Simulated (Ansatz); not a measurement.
# H3SSn: the cost of one run

All numbers below are computed with Ansatz 0.2.0 (UKS B3LYP-D4/def2-SVP).

## 1. The structure to begin with

Bond lengths: S1–Sn2 2.469 Å, S1–H3 1.414 Å, Sn2–H4 1.672 Å, Sn2–H5 1.748 Å. Angles: S1–Sn2–H4 110.2°, S1–Sn2–H5 109.9°, H4–Sn2–H5 109.5°, Sn2–S1–H3 89.0°.

Structure file:

```xyz
5

S     1.0378   -0.8553    1.1280
Sn   -0.0511    0.3995   -0.6984
H     0.3205   -2.0081    0.7315
H    -1.7144    0.3189   -0.5438
H     0.4570    2.0714   -0.6587
```

## 2. End point A

The input, input.yaml:

```yaml
crystal:
  periodic: [false, false, false]
  atoms:
    - { symbol: S, position_ang: [1.0378, -0.8553, 1.128] }
    - { symbol: Sn, position_ang: [-0.0511, 0.3995, -0.6984] }
    - { symbol: H, position_ang: [0.3205, -2.0081, 0.7315] }
    - { symbol: H, position_ang: [-1.7144, 0.3189, -0.5438] }
    - { symbol: H, position_ang: [0.457, 2.0714, -0.6587] }
magnetization:
  spin_polarized: true
  initial_magnetization: 1
basis:
  gaussian: { orbitals: def2-SVP }
hamiltonian:
  xc: b3lyp
  dispersion: d4
relax:
  f_tol: 0.015
  max_steps: 40
output:
  orbitals: {}
```

Launch:

```console
ansatz run input.yaml --threads 1 --pin off --max-ram 2048MiB --backend cpu --events-out ev --progress --plain --runs-dir out
```

**Question.** How long does this run take on 1 thread of Intel Xeon at 2.70GHz, shared host, and how much memory does it need?

About 24 s, with a peak of 0.17 GiB.
